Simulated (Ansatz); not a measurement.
# Copper, beta-Sn type under BLYP: ground state and equation of state

What does BLYP give for copper in the beta-Sn type structure? We relax it, solve it on a dense k-mesh, then scale the cell to 7 volumes from 88 to 112 % of the relaxed one and try a fit of the equation of state. Spin polarisation is left out. The k-meshes are 14×14×10 for the relaxation; 23×23×12 for the dense run; 15×15×8 for the volumes.

Program: Ansatz 0.2.0. Level of theory: DFT BLYP, plane waves (420 eV) with PAW, scalar-relativistic; PBE-made PAW files. These are calculated values, not measurements.

### Step 1. Starting point

It takes space group I4_1/amd (No. 141, tetragonal). Conventional cell: a = 4.495 Å, b = 4.495 Å, c = 2.454 Å, α = 90.00°, β = 90.00°, γ = 90.00°. Cu (site symmetry -4m2) is surrounded by 6 Cu at 2.33 to 2.45 Å.

Coordinates:

```
CELL_PARAMETERS angstrom
-2.24770 2.24770 1.22725
2.24770 -2.24770 1.22725
2.24770 2.24770 -1.22725
ATOMIC_POSITIONS crystal
Cu 0.00000 0.00000 0.00000
Cu 0.75000 0.25000 0.50000
```

### Step 2. Relaxing cell and atoms

Contents of input.yaml:

```yaml
crystal:
  lattice:
    - [-2.2477036591, 2.2477036591, 1.2272461979]
    - [2.2477036591, -2.2477036591, 1.2272461979]
    - [2.2477036591, 2.2477036591, -1.2272461979]
  atoms:
    - { symbol: Cu, position: [0.0, 0.0, 0.0] }
    - { symbol: Cu, position: [0.75, 0.25, 0.5] }
hamiltonian:
  xc: blyp
  pseudopotentials:
    kind: paw
    azcp:
      Cu: "pseudopotentials/Cu.paw.azcp"
basis:
  ecutwfc: 420
  fft_grid_basis: typed
kpoints:
  mp_grid: { grid: [14, 14, 10], shift: [0, 0, 0] }
magnetization:
  spin_polarized: false
scf:
  occupations: { method: fermi_dirac, width: 0.1 }
relax:
  max_steps: 60
  f_tol: 0.01
  cell: {}
```

After this run come: Dense single point; The cell scaled to 88 % of its volume; The cell scaled to 92 % of its volume; The cell scaled to 96 % of its volume; The cell scaled to 100 % of its volume; The cell scaled to 104 % of its volume; The cell scaled to 108 % of its volume; The cell scaled to 112 % of its volume.

Q: Predict the outcome of this session. Wanted: space group; conventional cell; volume; shortest distance; gap on the mesh; relative to fcc; V₀, B₀, B₀′.

As calculated:

```
                      quantity                                   value
space group (spins left aside)                      P6_3/mmc (No. 194)
             conventional cell  a = 2.618 Å, c = 4.287 Å (c/a = 1.637)
                        volume                          12.727 Å³/atom
             shortest distance                                 2.618 Å
               gap on the mesh            none (levels filled in part)
               relative to fcc                             +8 meV/atom
                   V₀, B₀, B₀′            12.701 Å³/atom, 115 GPa, 5.1
```

The relaxation enlarged the cell by 2.6 % in volume. What began as beta-Sn type has relaxed into hcp. What follows belongs to that structure, not to the type named at the start. The mesh has less symmetry than the lattice, which may have let the distortion in. Against the reference form of copper (fcc, computed apart with the same settings) it stands 8 meV/atom higher. No gap shows: it is a metal or semimetal at this level. The fitted modulus is 115 GPa; letting shape and positions relax at each volume could only lower it.
